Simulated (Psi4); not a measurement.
**GaHClF (SMILES [F][GaH][Cl]) at BHLYP/aug-cc-pVDZ**

Aim: the vertical electron affinity of GaHClF at BHLYP/aug-cc-pVDZ, from 2 runs. 

Program for the calculation: Psi4 1.11.

3 further runs of the same task are left out: 3 set aside as unsound or not needed.

## Step 1: The molecule

GaHClF: 4 atoms, total charge 0, spin state singlet. As SMILES, `[F][GaH][Cl]`. The shape is that of a PBE0-D4/def2-TZVP optimisation.

Bond lengths: F1–Ga2 1.744 Å, Ga2–Cl3 2.122 Å, Ga2–H4 1.541 Å. Angles: F1–Ga2–Cl3 113.4°, F1–Ga2–H4 120.8°, Cl3–Ga2–H4 125.8°.

## Step 2: The energy at BHLYP/aug-cc-pVDZ

Contents of job.inp:

```
memory 1600 mb

molecule {
  F     -1.686800     0.040400     0.266300
  Ga     0.024200     0.133600    -0.059000
  Cl     1.066200    -1.658900     0.391700
  H      0.652000     1.424600    -0.619400
  symmetry c1
  no_reorient
  no_com
}

set basis aug-cc-pVDZ
set reference rks
set puream true
set e_convergence 1e-09
set d_convergence 1e-08
set scf_type pk
set dft_radial_points 99
set dft_spherical_points 590

energy_value, wavefunction = energy('bhhlyp', return_wfn=True)
oeprop(wavefunction, 'MULLIKEN_CHARGES', 'LOWDIN_CHARGES', 'DIPOLE')
```

Started as:

```console
psi4 -n 1 job.inp job.out
```

job.out:

```text
[...]
  Running in c1 symmetry.
[...]
  Nuclear repulsion =  256.152621511389611
[...]
  Multiplicity = 1
[...]
  Nalpha       = 29
  Nbeta        = 29
[...]
    Number of basis functions: 95
[...]
   @RKS iter   1: -2484.83400687746098   -3.49255e+00   1.20922e-02 ADIIS/DIIS
[...]
   @RKS iter  11: -2485.51867139968408    0.00000e+00   4.29479e-09 DIIS
[...]
    Orbital Energies [Eh]
    ---------------------
    Doubly Occupied:
       1A   -375.063189     2A   -102.812146     3A    -46.881798
       4A    -41.475940     5A    -41.472379     6A    -41.471660
       7A    -25.293977     8A     -9.890607     9A     -7.539526
      10A     -7.535640    11A     -7.534922    12A     -5.931803
      13A     -4.147057    14A     -4.140254    15A     -4.137774
      16A     -1.308493    17A     -1.068178    18A     -1.061984
      19A     -1.058955    20A     -1.058562    21A     -1.051950
      22A     -0.928391    23A     -0.574514    24A     -0.498543
      25A     -0.491242    26A     -0.483024    27A     -0.423916
      28A     -0.403289    29A     -0.392959
[...]
  @RKS Final Energy: -2485.51867139968408
   => Energetics <=
    Nuclear Repulsion Energy =            256.1526215113896114
    One-Electron Energy =               -3969.6011118550027277
    Two-Electron Energy =                1286.3578947265916668
    DFT Exchange-Correlation Energy =     -58.4280757826623756
    Empirical Dispersion Energy =           0.0000000000000000
    VV10 Nonlocal Energy =                  0.0000000000000000
    Total Energy =                      -2485.5186713996840808
[...]
 Multipole Moments:
 ------------------------------------------------------------------------------------
     Multipole            Electronic (a.u.)      Nuclear  (a.u.)        Total (a.u.)
 ------------------------------------------------------------------------------------
 L = 1.  Multiply by 2.5417464519 to convert [e a0] to [Debye]
 Dipole X            :         -7.6382848            8.2135056            0.5752209
 Dipole Y            :         42.7213374          -42.0870354            0.6343020
 Dipole Z            :        -12.8066721           12.4857985           -0.3208737
 Magnitude           :                                                    0.9144277
[...]
  Mulliken Charges: (a.u.)
   Center  Symbol    Alpha    Beta     Spin     Total
       1     F     4.81331  4.81331  0.00000 -0.62662
       2    GA    15.09214 15.09214  0.00000  0.81571
       3    CL     8.67885  8.67885  0.00000 -0.35771
       4     H     0.41569  0.41569  0.00000  0.16862
   Total alpha = 29.00000, Total beta = 29.00000, Total charge =  0.00000
  Lowdin Charges: (a.u.)
   Center  Symbol    Alpha    Beta     Spin     Total
       1     F     4.73511  4.73511  0.00000 -0.47022
       2    GA    15.17371 15.17371  0.00000  0.65259
[...]
```

Run time: 13 s. Hardware: 1 thread of AMD EPYC 9R45 (Zen 5), shared host; peak memory 0.85 GiB.

## Step 3: The doublet anion, same level

Contents of clfgah.py:

```python
import psi4

psi4.set_memory(1600000000)
psi4.set_num_threads(1)
psi4.core.set_output_file('run.log', False)

mol = psi4.geometry("""
-1 2
F     -3.18759003     0.07634494     0.50323407
Ga     0.04573137     0.25246741    -0.11149384
Cl     2.01482599    -3.13486667     0.74020572
H      1.23210143     2.69210384    -1.17049636
units au
symmetry c1
no_reorient
no_com
""")

options = {'reference': 'uks', 'puream': True, 'e_convergence': 1e-09, 'd_convergence': 1e-08, 'scf_type': 'pk', 'dft_radial_points': 99, 'dft_spherical_points': 590, 'maxiter': 200}
psi4.set_options(options)

e_tot, wfn = psi4.energy("bhhlyp/aug-cc-pVDZ", return_wfn=True)
psi4.oeprop(wfn, "QUADRUPOLE", "WIBERG_LOWDIN_INDICES", "MULLIKEN_CHARGES", title="BHHLYP")
print(f'total energy {e_tot:.8f} hartree = {e_tot * 27.211386:.5f} eV')
```

Started as:

```console
python clfgah.py
```

run.log, shortened:

```text
[...]
  Running in c1 symmetry.
[...]
  Nuclear repulsion =  256.152621601599435
[...]
  Multiplicity = 2
[...]
  Nalpha       = 30
  Nbeta        = 29
[...]
    Number of basis functions: 95
[...]
   @UKS iter   1: -2484.60161639086027   -3.26016e+00   1.28898e-02 ADIIS/DIIS
[...]
   @UKS iter  15: -2485.51805177977258   -5.00222e-12   4.08944e-09 DIIS
[...]
   @S^2 Observed:                7.529718100E-01
[...]
  @UKS Final Energy: -2485.51805177977258
   => Energetics <=
    Nuclear Repulsion Energy =            256.1526216015994351
    One-Electron Energy =               -3980.7291329659324219
    Two-Electron Energy =                1297.5721499386313553
    DFT Exchange-Correlation Energy =     -58.5136903540712723
    Empirical Dispersion Energy =           0.0000000000000000
    VV10 Nonlocal Energy =                  0.0000000000000000
    Total Energy =                      -2485.5180517797725770
[...]
 Multipole Moments:
 ------------------------------------------------------------------------------------
     Multipole            Electronic (a.u.)      Nuclear  (a.u.)        Total (a.u.)
 ------------------------------------------------------------------------------------
 L = 1.  Multiply by 2.5417464519 to convert [e a0] to [Debye]
 Dipole X            :         -8.0038245            8.2135055            0.2096810
 Dipole Y            :         42.2196163          -42.0870354            0.1325809
 Dipole Z            :        -12.5532036           12.4857985           -0.0674051
 Magnitude           :                                                    0.2570744
 L = 2.  Multiply by 1.3450342976 to convert [e a0^2] to [Debye ang]
 Quadrupole XX       :       -200.8923011          162.0413819          -38.8509192
 Quadrupole XY       :        106.4431271         -105.8909306            0.5521965
[...]
  Mulliken Charges: (a.u.)
   Center  Symbol    Alpha    Beta     Spin     Total
       1     F     4.80364  4.83525 -0.03162 -0.63889
       2    GA    16.15314 14.99590  1.15724 -0.14904
       3    CL     8.65913  8.73614 -0.07701 -0.39527
       4     H     0.38409  0.43271 -0.04861  0.18320
   Total alpha = 30.00000, Total beta = 29.00000, Total charge = -1.00000
  Wiberg Bond Indices using Orthogonal Lowdin Orbitals:
  Total Bond Index:
  Irrep: 1 Size: 4 x 4
[...]
```

On the terminal:

```text
Memory set to   1.490 GiB by Python driver.
  Threads set to 1 by Python driver.
total energy -2485.51805178 hartree = -67634.39112 eV
```

Wall time 20 s (1 thread of AMD EPYC 9R45 (Zen 5), shared host); peak memory 0.85 GiB.

## Step 4: Outcome

At BHLYP/aug-cc-pVDZ:

| quantity | value |
| --- | --- |
| singlet GaHClF: total energy | -2485.51867 Eh |
| singlet GaHClF: dipole moment | 2.32 D |
| singlet GaHClF: HOMO energy | -10.69 eV |
| singlet GaHClF: LUMO energy | -0.98 eV |
| singlet GaHClF: HOMO–LUMO gap | 9.71 eV |
| doublet anion: total energy | -2485.51805 Eh |
| doublet anion: HOMO energy (highest over α and β) | 0.93 eV |
| doublet anion: LUMO energy (lowest over α and β) | 2.92 eV |
| doublet anion: ⟨S²⟩ | 0.753 |
| vertical electron affinity (to the doublet anion) | -0.017 eV |

In words: The anion lies 0.02 eV (0.4 kcal/mol) above the neutral: the electron isn't bound at this level, and such a value depends on the basis. Mulliken charges (singlet GaHClF) run from -0.63 on F1 to +0.82 on Ga2; in a basis this large or diffuse they mean little. The HOMO (doublet anion) lies at positive energy, 0.93 eV; only total energies tell whether the electron is bound.
